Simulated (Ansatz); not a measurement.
**Lower states of Ni: further starts and searches**

Plain starts of Ni have been run. Do the further runs listed below go lower? System: Ni, its deposited structure (space group Fm-3m, primitive cell doubled); the cell holds 2 atoms. Source: COD entry 1534892, which need not be the ambient phase.

Method: DFT PBE, PAW, plane waves, scalar-relativistic, in Ansatz 0.2.0.

### Step 1. Starting point

It takes space group Fm-3m (No. 225, cubic). Conventional cell: a = 3.450 Å, b = 3.450 Å, c = 3.450 Å, α = 90.00°, β = 90.00°, γ = 90.00°. Ni (site symmetry m-3m) has 12 Ni at 2.44 Å as nearest neighbours.

As a file:

```cif
data_structure
_symmetry_space_group_name_H-M 'Fm-3m'
_symmetry_Int_Tables_number 225
_cell_length_a 3.4500
_cell_length_b 3.4500
_cell_length_c 3.4500
_cell_angle_alpha 90.000
_cell_angle_beta 90.000
_cell_angle_gamma 90.000
_cell_volume 41.06
loop_
_atom_site_label
_atom_site_type_symbol
_atom_site_symmetry_multiplicity
_atom_site_Wyckoff_symbol
_atom_site_fract_x
_atom_site_fract_y
_atom_site_fract_z
_atom_site_occupancy
Ni1 Ni 4 a 0.00000 0.00000 0.00000 1
```

A label like Ni2 gives the atom's place in the input file.

Known so far: 9 plain starts ended in 3 states. The lowest came from “parallel moments, Broyden mixing, no switch to direct minimisation [Ni1 2.00, Ni2 2.00 μB]”: ferromagnetic, site moments Ni1 0.61, Ni2 0.61 μB, total 1.14 μB per cell, no gap on the k-mesh, free energy -11679.3955 eV.

Runs to come: parallel moments, default search for lower states; opposed moments +-, default search for lower states; the moments typed in its input, symmetry off, plain SCF; the moments typed in its input, standard search for lower states.

“Plain SCF” means no search for lower states. The default search runs further SCF cycles only where the state itself hints at a lower one. The standard and full searches may also try other magnetic orders and fillings, and need not reach the lowest state. With a search on, the program may also reshape the start on open shells. Ends within 0.2 meV/atom and 0.1 μB count as one state.

Moments by site are taken inside atomic spheres; the rest lies between them.

### Step 2. Parallel moments, default search for lower states

File input.yaml:

```yaml
crystal:
  lattice:
    - [0.0, 3.45, 3.45]
    - [1.725, 0.0, 1.725]
    - [1.725, 1.725, 0.0]
  atoms:
    - { symbol: Ni, position: [0.0, 0.0, 0.0], spin: 2.0 }
    - { symbol: Ni, position: [0.5, 0.0, 0.0], spin: 2.0 }
magnetization:
  spin_polarized: true
hamiltonian:
  xc: pbe
  pseudopotentials: { kind: paw }
basis:
  ecutwfc: 420
kpoints:
  mp_grid: { grid: [7, 14, 14] }
scf:
  occupations: { method: gaussian, width: 0.1 }
output:
  forces: true
  stress: true
```

On the command line:

```bash
ansatz run input.yaml --threads 2 --pin off --max-ram 5120MiB --backend cpu --events-out ev --progress --plain --runs-dir out
```

Log, shortened:

```text
[...]
Pseudopotentials: kind: paw
Pseudopotential: Ni, paw, valence charge 18, recommended cutoff 420 eV (normal), Ni.paw.azcp
Functional definition: PBE
[...]
Crystal: 2 atoms, lattice volume = 20.532 Å³
Basis set: ecut = 420 eV, 391 PW (Γ), exchange–correlation on 72×36×36 points (8 copies of the dense FFT grid, shifted against one another)
Bands: 24, of which v1, the nominal top of the filled ones, is band 18 counted from 1 (17 counted from 0)
Symmetry: 24 space group operations
Space group: Fm-3m (ITA 225), of the structure as read, at distance tolerance 2.7e-5 Å
Magnetic group: BNS 225.116 (UNI 1618), of the structure as read, at distance tolerance 2.7e-5 Å
k-points: 144 of 1372
[...]
Starting moments: Σ|m| = 4 μB on 2 of 2 sites
[...]
SCF iter   1: F=—  HF=-11678.153216 eV  |F-HF|=—  |Δ(HF+E_count)|=         —  Δρ=1.88e-1 (↑1.88e-1 ↓9.20e-2)  dr2=1.53e0  dr2_m=3.55e0  M=1.772 μB ∫|m|=1.917 μB  β_m=0.30  ethr=3.10e-3  ⟨swp⟩=5.0  Hψ=25164  notcnv=0
[...]
SCF iter  11: F=-11679.395531 eV  HF=-11679.395531 eV  |F-HF|=6.47e-9  |Δ(HF+E_count)|=  2.38e-10  Δρ=7.68e-6 (↑1.28e-6 ↓7.68e-6)  dr2=8.53e-9  dr2_m=2.33e-9  M=1.139 μB ∫|m|=1.315 μB  ethr=9.14e-11  ⟨swp⟩=2.4  Hψ=24567  notcnv=0
[...]
SCF converged after 11 iterations
Magnetization: 1.1395 μB (18.5697 up, 17.4303 down)
Absolute magnetization: 1.3169 μB (∫|ρ↑−ρ↓|, with the PAW one-centre terms)
Spin contamination: 0.0112 ħ² per cell (⟨S²⟩ above its minimum at these occupations)
Per-site moments (μB) at R_I (Å): [(0.6071741149429348, 1.0063013379761054), (0.6071741149429348, 1.0063013379761054)]
Free energy (F): -11679.395531 eV
[...]
E sigma→0 (E₀):  -11679.386532 eV
Entropy (-TS):   -0.017998 eV (-8.999 meV/atom)
Fermi energy:    19.550630 eV
[... 24 lines left out: energy terms, forces, stress ...]
```

Wall time 7.2 s (2 threads of Arm Neoverse V1, shared host); peak memory 0.4 GiB.

The run ends in the same state as step 1 (ferromagnetic); it took 11 iterations.

### Step 3. Opposed moments +-, default search for lower states

Changes to input.yaml since step 2:

```diff
@@ -7,3 +7,3 @@
     - { symbol: Ni, position: [0.0, 0.0, 0.0], spin: 2.0 }
-    - { symbol: Ni, position: [0.5, 0.0, 0.0], spin: 2.0 }
+    - { symbol: Ni, position: [0.5, 0.0, 0.0], spin: -2.0 }
 magnetization:
@@ -22 +22,5 @@
   stress: true
+  write_density: true
+  write_potential: true
+  elf: true
+  volumetric_format: npy
```

On the command line:

```bash
ansatz run input.yaml --threads 2 --pin off --max-ram 5120MiB --backend cpu --events-out ev --progress --plain --runs-dir out
```

Log, shortened:

```text
[... 11 lines as in an earlier run ...]
Symmetry: 12 space group operations
Space group: R-3m (ITA 166), of the structure as read, at distance tolerance 2.7e-5 Å
Magnetic group: BNS 166.102 (UNI 1332), of the structure as read, at distance tolerance 2.7e-5 Å
[... 5 lines as in an earlier run ...]
Starting moments: Σ|m| = 4 μB on 2 of 2 sites
Starting magnetic order: antiferromagnet; a translation exchanges its spin sublattices: spin-degenerate at every k-point
[... 2 lines as in an earlier run ...]
spin-down is spin-up translated by (0.5, 0, 0): one eigenproblem is solved per k-point and the antiferromagnetic symmetry of the starting moments is kept exactly by this SCF (crystal.symmetry.spin_inversion_symmetry: false solves both channels; [...]
SCF iter   1: F=—  HF=-11678.172581 eV  |F-HF|=—  |Δ(HF+E_count)|=         —  Δρ=1.88e-1 (↑1.88e-1 ↓1.88e-1)  dr2=1.49e0  dr2_m=6.06e0  M=0.000 μB ∫|m|=1.415 μB  β_m=0.30  ethr=3.10e-3  ⟨swp⟩=4.9  Hψ=12726  notcnv=0  defer=31
[...]
the run went on to a lower state, not held to the crystal's whole symmetry: an SCF along what the orbitals of the run's state read of its open shells (or to have them read: on a GPU, or by another smearing), with the run's symmetry operations kept and the antiferromagnet's [...]
WARN: the starting moments were not kept: 1 of 2 ended reversed and 1 kept their direction, counting a site from 0.1 of the cell's largest site moment. The largest reversed, site 0 (counted from 0, in the order of the report's site_moments_mub), started with +2.0 μB and closes at -6.1e-1 [...]
SCF converged after 2 iterations
Magnetization: -1.1395 μB (17.4302 up, 18.5698 down)
Absolute magnetization: 1.3170 μB (∫|ρ↑−ρ↓|, with the PAW one-centre terms)
Spin contamination: 0.0112 ħ² per cell (⟨S²⟩ above its minimum at these occupations)
Per-site moments (μB) at R_I (Å): [(-0.6071668655552217, 1.0063013379761054), (-0.6072079493585429, 1.0063013379761054)]
Free energy (F): -11679.395531 eV
[...]
E sigma→0 (E₀):  -11679.386532 eV
Entropy (-TS):   -0.017998 eV (-8.999 meV/atom)
Fermi energy:    19.550598 eV
[... 29 lines left out: energy terms, forces, stress, bands ...]
```

Run time: 70 s. Hardware: 2 threads of Arm Neoverse V1, shared host; peak memory 0.74 GiB.

The run ends in the same state as step 1 (ferromagnetic); it took 27 iterations.

### Step 4. The moments typed in its input, symmetry off, plain SCF

File input.yaml:

```yaml
crystal:
  lattice:
    - [0.0, 3.45, 3.45]
    - [1.725, 0.0, 1.725]
    - [1.725, 1.725, 0.0]
  atoms:
    - { symbol: Ni, position: [0.0, 0.0, 0.0], spin: 0.2 }
    - { symbol: Ni, position: [0.5, 0.0, 0.0], spin: 0.2 }
  symmetry: { detect: false, time_reversal: true }
magnetization:
  spin_polarized: true
hamiltonian:
  xc: pbe
  pseudopotentials: { kind: paw }
basis:
  ecutwfc: 420
kpoints:
  mp_grid: { grid: [7, 14, 14] }
scf:
  occupations: { method: gaussian, width: 0.1 }
  lower_state_search: "off"
output:
  forces: true
  stress: true
```

On the command line:

```bash
ansatz run input.yaml --threads 2 --pin off --max-ram 5120MiB --backend cpu --events-out ev --progress --plain --runs-dir out
```

Log, shortened:

```text
[... 10 lines as in an earlier run ...]
Bands: 23, of which v1, the nominal top of the filled ones, is band 18 counted from 1 (17 counted from 0)
Symmetry: 1 space group operations
k-points: 688 of 1372 (time reversal used)
[... 4 lines as in an earlier run ...]
Starting moments: Σ|m| = 0.4 μB on 2 of 2 sites
[... 2 lines as in an earlier run ...]
[...]
SCF iter   1: F=—  HF=-11679.320943 eV  |F-HF|=—  |Δ(HF+E_count)|=         —  Δρ=3.73e-2 (↑3.73e-2 ↓2.36e-2)  dr2=3.61e-2  dr2_m=1.48e-1  M=0.666 μB ∫|m|=0.678 μB  β_m=1.00  ethr=1.01e-4  ⟨swp⟩=1.1  Hψ=157036  notcnv=0
[...]
spin-set hold released at iteration 5 (site moments contracting): the magnetisation degrees of freedom join the quasi-Newton model from the next iteration; the mixer history was flushed
[...]
SCF iter  15: F=-11679.395531 eV  HF=-11679.395531 eV  |F-HF|=4.52e-9  |Δ(HF+E_count)|=   1.05e-9  Δρ=4.35e-6 (↑6.18e-7 ↓4.35e-6)  dr2=5.08e-9  dr2_m=8.82e-10  M=1.140 μB ∫|m|=1.315 μB  ethr=1.39e-10  ⟨swp⟩=2.1  Hψ=93878  notcnv=0
[...]
SCF converged after 15 iterations
Magnetization: 1.1395 μB (18.5698 up, 17.4302 down)
Absolute magnetization: 1.3170 μB (∫|ρ↑−ρ↓|, with the PAW one-centre terms)
Spin contamination: 0.0112 ħ² per cell (⟨S²⟩ above its minimum at these occupations)
Per-site moments (μB) at R_I (Å): [(0.6071919568034941, 1.0063013379761054), (0.6071846272719629, 1.0063013379761054)]
Free energy (F): -11679.395531 eV
[...]
E sigma→0 (E₀):  -11679.386532 eV
Entropy (-TS):   -0.017998 eV (-8.999 meV/atom)
Fermi energy:    19.550581 eV
[... 24 lines left out: energy terms, forces, stress ...]
```

Wall time 67 s (2 threads of Arm Neoverse V1, shared host); peak memory 0.81 GiB.

This is the state of step 1 again (ferromagnetic), after 15 iterations.

### Step 5. The moments typed in its input, standard search for lower states

Changes to input.yaml since step 4:

```diff
@@ -8,3 +8,2 @@
     - { symbol: Ni, position: [0.5, 0.0, 0.0], spin: 0.2 }
-  symmetry: { detect: false, time_reversal: true }
 magnetization:
@@ -20,3 +19,3 @@
   occupations: { method: gaussian, width: 0.1 }
-  lower_state_search: "off"
+  lower_state_search: standard
 output:
```

On the command line:

```bash
ansatz run input.yaml --threads 2 --pin off --max-ram 5120MiB --backend cpu --events-out ev --progress --plain --runs-dir out
```

Log, shortened:

```text
the run goes by scf.lower_state_search standard: where its kind and settings allow, a search for a lower-energy state can add stability tests and further SCF calculations, which can take several times, in some runs tens of times, as long as the SCF (see the manual's entry of the key); [...]
[... 19 lines as in an earlier run ...]
Starting moments: Σ|m| = 0.4 μB on 2 of 2 sites
[... 2 lines as in an earlier run ...]
SCF iter   1: F=—  HF=-11677.935031 eV  |F-HF|=—  |Δ(HF+E_count)|=         —  Δρ=1.66e-1 (↑6.75e-2 ↓1.66e-1)  dr2=1.39e0  dr2_m=2.49e0  M=1.659 μB ∫|m|=1.732 μB  β_m=0.30  ethr=3.10e-3  ⟨swp⟩=4.7  Hψ=24028  notcnv=0
[...]
SCF iter  12: F=-11679.395531 eV  HF=-11679.395531 eV  |F-HF|=4.00e-11  |Δ(HF+E_count)|=   1.28e-9  Δρ=4.84e-7 (↑2.05e-7 ↓4.84e-7)  dr2=5.56e-11  dr2_m=4.14e-12  M=1.140 μB ∫|m|=1.315 μB  ethr=6.55e-12  ⟨swp⟩=1.7  Hψ=19688  notcnv=0
[...]
SCF converged after 12 iterations
Magnetization: 1.1395 μB (18.5698 up, 17.4302 down)
Absolute magnetization: 1.3170 μB (∫|ρ↑−ρ↓|, with the PAW one-centre terms)
Spin contamination: 0.0112 ħ² per cell (⟨S²⟩ above its minimum at these occupations)
Per-site moments (μB) at R_I (Å): [(0.6071851640108967, 1.0063013379761054), (0.6071851640108967, 1.0063013379761054)]
Free energy (F): -11679.395531 eV
[...]
E sigma→0 (E₀):  -11679.386532 eV
Entropy (-TS):   -0.017998 eV (-8.999 meV/atom)
Fermi energy:    19.550590 eV
[... 24 lines left out: energy terms, forces, stress ...]
```

Wall time 7 s (2 threads of Arm Neoverse V1, shared host); peak memory 0.4 GiB.

Nothing new: the 12 iterations lead to the state found in step 1 (ferromagnetic).

### Step 6. All ends together

| step | iterations | state | moments of Ni1 Ni2 (μB) | total (μB) | gap (eV) | pressure (GPa) | above lowest (meV/atom) |
| --- | --- | --- | --- | --- | --- | --- | --- |
| 1 | 16 | 1 | 0.61 0.61 | 1.14 | none | 13.3 | 0.0 |
| 2 | 11 | 1 | 0.61 0.61 | 1.14 | none | 13.3 | 0.0 |
| 3 | 27 | 1 | -0.61 -0.61 | -1.14 | none | 13.3 | 0.0 |
| 4 | 15 | 1 | 0.61 0.61 | 1.14 | none | 13.3 | 0.0 |
| 5 | 12 | 1 | 0.61 0.61 | 1.14 | none | 13.3 | 0.0 |

States are numbered from the lowest. Starts by step: 2 parallel moments, default search for lower states; 3 opposed moments +-, default search for lower states; 4 the moments typed in its input, symmetry off, plain SCF; 5 the moments typed in its input, standard search for lower states. Step 1 is the best of the earlier plain starts.

The 4 runs of this session took 2.5 min in all, from 7 s to 70 s each.

Decimal logarithm of the largest residual (eV) by iteration, counted through all cycles of a run:

| iteration | step 2 | step 3 | step 4 | step 5 |
| --- | --- | --- | --- | --- |
| 1 | 0.6 | 0.8 | -0.8 | 0.4 |
| 2 | 0.3 | 0.6 | -1.2 | 0.0 |
| 3 | -0.2 | 0.7 | -1.6 | -0.7 |
| 4 | -1.0 | -1.3 | -2.1 | -1.2 |
| 5 | -1.5 | -2.4 | -2.6 | -1.1 |
| 6 | -2.1 | -3.1 | -2.4 | -2.0 |
| 8 | -4.4 | -5.6 | -1.0 | -5.0 |
| 10 | -7.5 | -7.9 | -4.3 | -7.0 |
| 13 | - | -2.6 | -6.6 | - |
| 15 | - | -5.1 | -8.3 | - |
| 18 | - | -8.7 | - | - |
| 20 | - | -2.5 | - | - |
| 22 | - | -5.2 | - | - |
| 25 | - | -8.8 | - | - |
| 27 | - | -7.5 | - | - |

### Step 7. Results

| quantity | value |
| --- | --- |
| distinct states | 1 from 5 converged runs, the best start of step 1 counted |
| lowest state | ferromagnetic |
| its moments | Ni1 0.61, Ni2 0.61 μB |
| total moment | 1.14 μB per cell |
| gap on the k-mesh | none |
| pressure | 13.3 GPa |
| largest force | 0.000 eV/Å |

No run goes below the best plain start. 5 runs converged, all to one state. The search isn't exhaustive: larger magnetic cells and non-collinear orders weren't tried.
